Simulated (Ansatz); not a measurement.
# Ga16Sb13P3: the cost of one run

Program: Ansatz 0.2.0. Level of theory: DFT PBEsol, scalar-relativistic, plane waves, PAW, and further levels as typed in the inputs. These are calculated values, not measurements.

1 further run of the same task is left out (for a known fault of the program).

## (1) Starting point

It takes space group P1 (No. 1, triclinic). Conventional cell: a = 11.940 Å, b = 11.940 Å, c = 11.940 Å, α = 90.00°, β = 90.00°, γ = 90.00°. Ga (site symmetry 1) has 3 Sb at 2.59 Å and 1 P at 2.59 Å as nearest neighbours. Ga (site symmetry 1) is surrounded by 1 P at 2.59 Å and 3 Sb at 2.59 Å. Ga (site symmetry 1) has 2 P at 2.59 Å and 2 Sb at 2.59 Å as nearest neighbours. Ga (site symmetry 1) has 4 Sb at 2.59 Å as nearest neighbours. Only part of the 64 independent sites is listed.

Structure file:

```cif
data_structure
_symmetry_space_group_name_H-M 'P 1'
_symmetry_Int_Tables_number 1
_cell_length_a 11.9400
_cell_length_b 11.9400
_cell_length_c 11.9400
_cell_angle_alpha 90.000
_cell_angle_beta 90.000
_cell_angle_gamma 90.000
_cell_volume 1702.21
loop_
_atom_site_label
_atom_site_type_symbol
_atom_site_fract_x
_atom_site_fract_y
_atom_site_fract_z
_atom_site_occupancy
Ga1 Ga 0.00000 0.00000 0.00000 1
Ga2 Ga 0.00000 0.25000 0.25000 1
Ga3 Ga 0.25000 0.00000 0.25000 1
Ga4 Ga 0.25000 0.25000 0.00000 1
Ga5 Ga 0.00000 0.00000 0.50000 1
Ga6 Ga 0.00000 0.25000 0.75000 1
Ga7 Ga 0.25000 0.00000 0.75000 1
Ga8 Ga 0.25000 0.25000 0.50000 1
Ga9 Ga 0.00000 0.50000 0.00000 1
Ga10 Ga 0.00000 0.75000 0.25000 1
Ga11 Ga 0.25000 0.50000 0.25000 1
Ga12 Ga 0.25000 0.75000 0.00000 1
Ga13 Ga 0.00000 0.50000 0.50000 1
Ga14 Ga 0.00000 0.75000 0.75000 1
Ga15 Ga 0.25000 0.50000 0.75000 1
Ga16 Ga 0.25000 0.75000 0.50000 1
Ga17 Ga 0.50000 0.00000 0.00000 1
Ga18 Ga 0.50000 0.25000 0.25000 1
Ga19 Ga 0.75000 0.00000 0.25000 1
Ga20 Ga 0.75000 0.25000 0.00000 1
Ga21 Ga 0.50000 0.00000 0.50000 1
Ga22 Ga 0.50000 0.25000 0.75000 1
Ga23 Ga 0.75000 0.00000 0.75000 1
Ga24 Ga 0.75000 0.25000 0.50000 1
Ga25 Ga 0.50000 0.50000 0.00000 1
Ga26 Ga 0.50000 0.75000 0.25000 1
Ga27 Ga 0.75000 0.50000 0.25000 1
Ga28 Ga 0.75000 0.75000 0.00000 1
Ga29 Ga 0.50000 0.50000 0.50000 1
Ga30 Ga 0.50000 0.75000 0.75000 1
Ga31 Ga 0.75000 0.50000 0.75000 1
Ga32 Ga 0.75000 0.75000 0.50000 1
P1 P 0.12500 0.12500 0.12500 1
Sb1 Sb 0.12500 0.37500 0.37500 1
Sb2 Sb 0.37500 0.12500 0.37500 1
P2 P 0.37500 0.37500 0.12500 1
Sb3 Sb 0.12500 0.12500 0.62500 1
Sb4 Sb 0.12500 0.37500 0.87500 1
Sb5 Sb 0.37500 0.12500 0.87500 1
Sb6 Sb 0.37500 0.37500 0.62500 1
Sb7 Sb 0.12500 0.62500 0.12500 1
Sb8 Sb 0.12500 0.87500 0.37500 1
P3 P 0.37500 0.62500 0.37500 1
Sb9 Sb 0.37500 0.87500 0.12500 1
Sb10 Sb 0.12500 0.62500 0.62500 1
Sb11 Sb 0.12500 0.87500 0.87500 1
Sb12 Sb 0.37500 0.62500 0.87500 1
Sb13 Sb 0.37500 0.87500 0.62500 1
Sb14 Sb 0.62500 0.12500 0.12500 1
Sb15 Sb 0.62500 0.37500 0.37500 1
Sb16 Sb 0.87500 0.12500 0.37500 1
Sb17 Sb 0.87500 0.37500 0.12500 1
Sb18 Sb 0.62500 0.12500 0.62500 1
P4 P 0.62500 0.37500 0.87500 1
Sb19 Sb 0.87500 0.12500 0.87500 1
P5 P 0.87500 0.37500 0.62500 1
P6 P 0.62500 0.62500 0.12500 1
Sb20 Sb 0.62500 0.87500 0.37500 1
Sb21 Sb 0.87500 0.62500 0.37500 1
Sb22 Sb 0.87500 0.87500 0.12500 1
Sb23 Sb 0.62500 0.62500 0.62500 1
Sb24 Sb 0.62500 0.87500 0.87500 1
Sb25 Sb 0.87500 0.62500 0.87500 1
Sb26 Sb 0.87500 0.87500 0.62500 1
```

## (2) Relaxing cell and atoms: Ga16Sb13P3, no spin

The input, input.yaml:

```yaml
crystal:
  lattice:
    - [11.94, 0.0, 0.0]
    - [0.0, 11.94, 0.0]
    - [0.0, 0.0, 11.94]
  atoms:
    - { symbol: Ga, position: [0.0, 0.0, 0.0] }
    - { symbol: Ga, position: [0.0, 0.25, 0.25] }
    - { symbol: Ga, position: [0.25, 0.0, 0.25] }
    - { symbol: Ga, position: [0.25, 0.25, 0.0] }
    - { symbol: Ga, position: [0.0, 0.0, 0.5] }
    - { symbol: Ga, position: [0.0, 0.25, 0.75] }
    - { symbol: Ga, position: [0.25, 0.0, 0.75] }
    - { symbol: Ga, position: [0.25, 0.25, 0.5] }
    - { symbol: Ga, position: [0.0, 0.5, 0.0] }
    - { symbol: Ga, position: [0.0, 0.75, 0.25] }
    - { symbol: Ga, position: [0.25, 0.5, 0.25] }
    - { symbol: Ga, position: [0.25, 0.75, 0.0] }
    - { symbol: Ga, position: [0.0, 0.5, 0.5] }
    - { symbol: Ga, position: [0.0, 0.75, 0.75] }
    - { symbol: Ga, position: [0.25, 0.5, 0.75] }
    - { symbol: Ga, position: [0.25, 0.75, 0.5] }
    - { symbol: Ga, position: [0.5, 0.0, 0.0] }
    - { symbol: Ga, position: [0.5, 0.25, 0.25] }
    - { symbol: Ga, position: [0.75, 0.0, 0.25] }
    - { symbol: Ga, position: [0.75, 0.25, 0.0] }
    - { symbol: Ga, position: [0.5, 0.0, 0.5] }
    - { symbol: Ga, position: [0.5, 0.25, 0.75] }
    - { symbol: Ga, position: [0.75, 0.0, 0.75] }
    - { symbol: Ga, position: [0.75, 0.25, 0.5] }
    - { symbol: Ga, position: [0.5, 0.5, 0.0] }
    - { symbol: Ga, position: [0.5, 0.75, 0.25] }
    - { symbol: Ga, position: [0.75, 0.5, 0.25] }
    - { symbol: Ga, position: [0.75, 0.75, 0.0] }
    - { symbol: Ga, position: [0.5, 0.5, 0.5] }
    - { symbol: Ga, position: [0.5, 0.75, 0.75] }
    - { symbol: Ga, position: [0.75, 0.5, 0.75] }
    - { symbol: Ga, position: [0.75, 0.75, 0.5] }
    - { symbol: P, position: [0.125, 0.125, 0.125] }
    - { symbol: Sb, position: [0.125, 0.375, 0.375] }
    - { symbol: Sb, position: [0.375, 0.125, 0.375] }
    - { symbol: P, position: [0.375, 0.375, 0.125] }
    - { symbol: Sb, position: [0.125, 0.125, 0.625] }
    - { symbol: Sb, position: [0.125, 0.375, 0.875] }
    - { symbol: Sb, position: [0.375, 0.125, 0.875] }
    - { symbol: Sb, position: [0.375, 0.375, 0.625] }
    - { symbol: Sb, position: [0.125, 0.625, 0.125] }
    - { symbol: Sb, position: [0.125, 0.875, 0.375] }
    - { symbol: P, position: [0.375, 0.625, 0.375] }
    - { symbol: Sb, position: [0.375, 0.875, 0.125] }
    - { symbol: Sb, position: [0.125, 0.625, 0.625] }
    - { symbol: Sb, position: [0.125, 0.875, 0.875] }
    - { symbol: Sb, position: [0.375, 0.625, 0.875] }
    - { symbol: Sb, position: [0.375, 0.875, 0.625] }
    - { symbol: Sb, position: [0.625, 0.125, 0.125] }
    - { symbol: Sb, position: [0.625, 0.375, 0.375] }
    - { symbol: Sb, position: [0.875, 0.125, 0.375] }
    - { symbol: Sb, position: [0.875, 0.375, 0.125] }
    - { symbol: Sb, position: [0.625, 0.125, 0.625] }
    - { symbol: P, position: [0.625, 0.375, 0.875] }
    - { symbol: Sb, position: [0.875, 0.125, 0.875] }
    - { symbol: P, position: [0.875, 0.375, 0.625] }
    - { symbol: P, position: [0.625, 0.625, 0.125] }
    - { symbol: Sb, position: [0.625, 0.875, 0.375] }
    - { symbol: Sb, position: [0.875, 0.625, 0.375] }
    - { symbol: Sb, position: [0.875, 0.875, 0.125] }
    - { symbol: Sb, position: [0.625, 0.625, 0.625] }
    - { symbol: Sb, position: [0.625, 0.875, 0.875] }
    - { symbol: Sb, position: [0.875, 0.625, 0.875] }
    - { symbol: Sb, position: [0.875, 0.875, 0.625] }
scf:
  occupations: { method: gaussian, width: 0.01 }
output:
  forces: true
  stress: true
  eigenvalues: true
  write_density: true
  write_potential: true
  elf: true
  volumetric_format: npy
hamiltonian:
  xc: pbesol
relax:
  f_tol: 0.005
  max_steps: 60
  cell: { stress_tol: 0.03 }
kpoints:
  mp_grid: { grid: [2, 2, 2] }
```

Command:

```
> ansatz run input.yaml --threads 8 --pin off --max-ram 40960MiB --backend cpu --events-out ev --progress --plain --runs-dir out
```

**Question.** How long does this run take on 8 threads of Intel Xeon 6975P-C (Granite Rapids), shared host, and how much memory does it need?

About 9 min, with a peak of 26 GiB.
